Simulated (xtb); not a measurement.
**C2H8GeO2 (Ge(OMe)2H2): GFN0-xTB**

What is the energy change on altering one bond length of C2H8GeO2 (Ge(OMe)2H2) at GFN0-xTB? 

The results are computed with xtb 6.7.1.

9 further runs of the same task are left out: 9 set aside as unsound or not needed.

### Step 1. The system as given

C2H8GeO2 has 13 atoms, charge 0, and is taken as a singlet. SMILES: `[H][Ge]([H])([O]C)[O]C`. Geometry: a GFN2-xTB relaxation, a rough one for these elements and not checked as a minimum. This is one conformer, not always the lowest.

Bond lengths: Ge1–O2 1.735 Å, O2–C3 1.412 Å, Ge1–O7 1.735 Å, O7–C8 1.412 Å, C3–H4 1.093 Å, C3–H5 1.091 Å, C3–H6 1.093 Å, C8–H9 1.093 Å, C8–H10 1.091 Å, C8–H11 1.093 Å, Ge1–H12 1.517 Å, Ge1–H13 1.518 Å. Some angles: Ge1–O2–C3 127.4°, O2–Ge1–O7 98.0°, Ge1–O7–C8 127.6°, O2–Ge1–H12 111.7°, O2–Ge1–H13 111.9°, O7–Ge1–H12 111.8°, O7–Ge1–H13 111.9°, O2–C3–H4 111.7°, O2–C3–H5 106.8°, O2–C3–H6 111.6°.

### Step 2. Energy and gradient at GFN0-xTB

The input, coord:

```
$coord angs
    -0.4433000     0.0336500    -0.3141700  Ge
    -0.2730200     0.0006000     1.4123500  O
    -1.3050000     0.0082400     2.3763200  C
    -1.9419900     0.8908200     2.2804700  H
    -0.8229900     0.0230100     3.3548600  H
    -1.9311800    -0.8839100     2.3019000  H
     1.2419600    -0.0135400    -0.7252000  O
     1.8141000    -0.0418700    -2.0157600  C
     1.5176200    -0.9367700    -2.5681600  H
     2.8964100    -0.0500200    -1.8806100  H
     1.5353800     0.8376600    -2.6009400  H
    -1.1020000     1.3158900    -0.7878700  H
    -1.1859800    -1.1837500    -0.8331900  H
$end
```

On the command line:

```bash
$ xtb coord --gfn0 --grad > run.log
```

Output:

```text
* xtb version 6.7.1
[...]
[WARNING] Please study the warnings concerning your input carefully
-1- prog_main_parseArguments: The use of '--gfn0' is discouraged, please use '--gfn 0' next time
########################################################################
[...]
          :  # basis functions                  42          :
[...]
          :  # electrons                        32          :
[...]
 Zeroth order Hamiltonian       ...        0 min,  0.000 sec ( 15.379%)
[...]
         ::                     SUMMARY                     ::
         :::::::::::::::::::::::::::::::::::::::::::::::::::::
         :: total energy             -17.243779652308 Eh    ::
         :: gradient norm              0.017112902801 Eh/a0 ::
         :: HOMO-LUMO gap              6.640202466505 eV    ::
         ::.................................................::
         :: H0 energy                -17.221712661219 Eh    ::
         :: repulsion energy           0.152797045730 Eh    ::
         :: electrostat energy        -0.146711089474 Eh    ::
         :: -> Gsolv                   0.000000000000 Eh    ::
         ::    -> Gsasa                0.000000000000 Eh    ::
         ::    -> Gshift               0.000000000000 Eh    ::
         :: dispersion energy         -0.002933100943 Eh    ::
         :: short-range corr.         -0.025219846401 Eh    ::
         :: add. restraining           0.000000000000 Eh    ::
         :: total charge               0.000000000000 e     ::
         :::::::::::::::::::::::::::::::::::::::::::::::::::::
[...]
        16        2.0000           -0.4166025             -11.3363 (HOMO)
        17                         -0.1725796              -4.6961 (LUMO)
[...]
     #   Z          covCN         q      C6AA      α(0)
     1  32 Ge       3.526     0.753   172.850    23.537
     2   8 O        1.631    -0.460    21.891     6.328
     3   6 C        3.671    -0.053    24.321     7.148
     4   1 H        0.924     0.068     2.107     2.270
     5   1 H        0.924     0.103     1.759     2.074
     6   1 H        0.924     0.070     2.085     2.258
     7   8 O        1.631    -0.460    21.894     6.329
     8   6 C        3.670    -0.053    24.322     7.149
     9   1 H        0.924     0.070     2.089     2.260
    10   1 H        0.924     0.103     1.758     2.074
    11   1 H        0.924     0.068     2.102     2.267
    12   1 H        0.934    -0.104     5.700     3.733
    13   1 H        0.934    -0.105     5.726     3.741
[...]
     #   Z sym  total        # sym  WBO       # sym  WBO       # sym  WBO
 ---------------------------------------------------------------------------
     1  32 Ge   3.930 --     7 O    1.038     2 O    1.038    13 H    0.873
                            12 H    0.873
     2   8 O    2.179 --     1 Ge   1.038     3 C    0.976
     3   6 C    3.941 --     5 H    0.980     2 O    0.976     6 H    0.973
                             4 H    0.972
     4   1 H    0.991 --     3 C    0.972
     5   1 H    1.005 --     3 C    0.980
     6   1 H    0.992 --     3 C    0.973
     7   8 O    2.179 --     1 Ge   1.038     8 C    0.976
     8   6 C    3.940 --    10 H    0.980     7 O    0.976     9 H    0.973
                            11 H    0.973
     9   1 H    0.991 --     8 C    0.973
    10   1 H    1.005 --     8 C    0.980
[...]
          | TOTAL ENERGY              -17.243779652308 Eh   |
          | GRADIENT NORM               0.017112902801 Eh/α |
          | HOMO-LUMO GAP               6.640202466505 eV   |
           -------------------------------------------------
[...]
```

Standard error:

```text
normal termination of xtb
```

It took 0.021 s on 1 thread of AMD EPYC 9R45 (Zen 5), shared host.

### Step 3. The distorted shape at the same level

The input, input.xyz:

```xyz
13

Ge    -0.255422     0.301328    -0.291841
O     -0.085142     0.268278     1.434679
C     -1.117122     0.275918     2.398649
H     -1.754112     1.158498     2.302799
H     -0.635112     0.290688     3.377189
H     -1.931180    -0.883910     2.301900
O      1.429838     0.254138    -0.702871
C      2.001978     0.225808    -1.993431
H      1.705498    -0.669092    -2.545831
H      3.084288     0.217658    -1.858281
H      1.723258     1.105338    -2.578611
H     -0.914122     1.583568    -0.765541
H     -0.998102    -0.916072    -0.810861
```

On the command line:

```bash
$ xtb input.xyz --grad -u 0 --json --gfn 0 -P 1 > run.log 2> xtb.err
```

Output, shortened:

```text
* xtb version 6.7.1
[...]
          :  # basis functions                  42          :
[...]
          :  # electrons                        32          :
[...]
 Zeroth order Hamiltonian       ...        0 min,  0.000 sec ( 14.209%)
[...]
         ::                     SUMMARY                     ::
         :::::::::::::::::::::::::::::::::::::::::::::::::::::
         :: total energy             -17.212371207253 Eh    ::
         :: gradient norm              0.088562615815 Eh/a0 ::
         :: HOMO-LUMO gap              6.081985505341 eV    ::
         ::.................................................::
         :: H0 energy                -17.172879583086 Eh    ::
         :: repulsion energy           0.135512148831 Eh    ::
         :: electrostat energy        -0.146460624423 Eh    ::
         :: -> Gsolv                   0.000000000000 Eh    ::
         ::    -> Gsasa                0.000000000000 Eh    ::
         ::    -> Gshift               0.000000000000 Eh    ::
         :: dispersion energy         -0.003063260387 Eh    ::
         :: short-range corr.         -0.025479888188 Eh    ::
         :: add. restraining           0.000000000000 Eh    ::
         :: total charge              -0.000000000000 e     ::
         :::::::::::::::::::::::::::::::::::::::::::::::::::::
[...]
        16        2.0000           -0.4171355             -11.3508 (HOMO)
        17                         -0.1936266              -5.2688 (LUMO)
[...]
          | TOTAL ENERGY              -17.212371207253 Eh   |
          | GRADIENT NORM               0.088562615815 Eh/α |
          | HOMO-LUMO GAP               6.081985505341 eV   |
           -------------------------------------------------
[...]
```

Standard error:

```text
normal termination of xtb
```

Wall time 0.021 s (1 thread of AMD EPYC 9R45 (Zen 5), shared host).

### Step 4. Summary of results

At GFN0-xTB:

| quantity | value |
| --- | --- |
| first shape: total energy | -17.24378 Eh |
| first shape: dipole moment | 2.11 D |
| first shape: HOMO energy | -11.34 eV |
| first shape: LUMO energy | -4.70 eV |
| first shape: HOMO–LUMO gap | 6.64 eV |
| first shape: dispersion energy | -7.70 kJ/mol |
| first shape: largest force on an atom | 0.512 eV/Å |
| first shape: mean polarisability (D4 model) | 71.2 bohr³ |
| distorted shape: total energy | -17.21237 Eh |
| distorted shape: dipole moment | 1.85 D |
| distorted shape: HOMO energy | -11.35 eV |
| distorted shape: LUMO energy | -5.27 eV |
| distorted shape: HOMO–LUMO gap | 6.08 eV |
| distorted shape: dispersion energy | -8.04 kJ/mol |
| distorted shape: largest force on an atom | 3.621 eV/Å |
| distorted shape: mean polarisability (D4 model) | 73.8 bohr³ |
| energy change with the C3–H6 bond stretched from 1.093 to 1.420 Å | 0.855 eV |

In words: With the C3–H6 bond stretched from 1.093 to 1.420 Å the energy rises by 0.85 eV (19.7 kcal/mol). The first shape isn't relaxed at this level, so the change isn't measured from a minimum. The largest force (first shape) is 0.51 eV/Å: the shape isn't a stationary point for this species at this level.
